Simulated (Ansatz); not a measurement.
# KLuS2: the cost of one run

Program: Ansatz 0.2.0. Level of theory: DFT LDA, scalar-relativistic. These are calculated values, not measurements.

## (1) The starting structure

Symmetry: R-3m, No. 166, trigonal system. Conventional cell: a = 3.949 Å, b = 3.949 Å, c = 21.871 Å, α = 90.00°, β = 90.00°, γ = 120.00°. K (site symmetry -3m) has 6 S at 3.15 Å in its first shell of neighbours. Lu (site symmetry -3m) is surrounded by 6 S at 2.71 Å. S (site symmetry 3m) has 3 Lu at 2.71 Å and 3 K at 3.15 Å in its first shell of neighbours.

Structure file:

```cif
data_structure
_symmetry_space_group_name_H-M 'P 1'
_symmetry_Int_Tables_number 1
_cell_length_a 7.6385
_cell_length_b 7.6385
_cell_length_c 7.6385
_cell_angle_alpha 29.961
_cell_angle_beta 29.961
_cell_angle_gamma 29.961
_cell_volume 98.46
loop_
_atom_site_label
_atom_site_type_symbol
_atom_site_fract_x
_atom_site_fract_y
_atom_site_fract_z
_atom_site_occupancy
K1 K 0.00000 0.00000 0.00000 1
Lu1 Lu 0.50000 0.50000 0.50000 1
S1 S 0.23369 0.23369 0.23369 1
S2 S 0.76631 0.76631 0.76631 1
```

The structure is an experimental refinement, used without relaxation.

Atoms are numbered in the order of the input: K1, Lu2, S3, S4.

## (2) LAPW, all electrons

input.yaml reads:

```yaml
crystal:
  lattice:
    - [1.9745012299, 1.1399788166, 7.29033]
    - [-1.9745012299, 1.1399788166, 7.29033]
    - [0.0, -2.2799576331, 7.29033]
  atoms:
    - { symbol: K, position: [0.0, 0.0, 0.0] }
    - { symbol: Lu, position: [0.5, 0.5, 0.5] }
    - { symbol: S, position: [0.23369, 0.23369, 0.23369] }
    - { symbol: S, position: [0.76631, 0.76631, 0.76631] }
kpoints:
  mp_grid: { grid: [7, 7, 7] }
  band_path:
    path:
      - [0.0, 0.0, 0.0]
      - [0.5, 0.5, 0.5]
      - [0.8170325705, 0.1829674295, 0.5]
      - [0.5, -0.1829674295, 0.1829674295]
      - [0.5, 0.0, 0.0]
      - [0.0, 0.0, 0.0]
      - [0.3414837148, -0.3414837148, 0.0]
      - [0.6585162853, 0.0, 0.3414837148]
      - [0.5, 0.0, 0.5]
    npoints: 14
scf:
  occupations: { method: fermi_dirac, width: 0.01 }
hamiltonian:
  xc: lda
  pseudopotentials: { kind: all_electron, lapw: { basis_error: 0.001 } }
output:
  forces: true
  stress: true
  eigenvalues: true
  populations: true
  dos: { projected: true, de: 0.2, e_range: [-14, 8] }
```

Started as:

```
$ ansatz run input.yaml --threads 1 --pin off --max-ram 4096MiB --backend cpu --events-out ev --progress --plain --runs-dir out
```

What time and memory should one allow on 1 thread of Intel Xeon 6975P-C (Granite Rapids), shared host?

About 40 s, with a peak of 0.58 GiB.
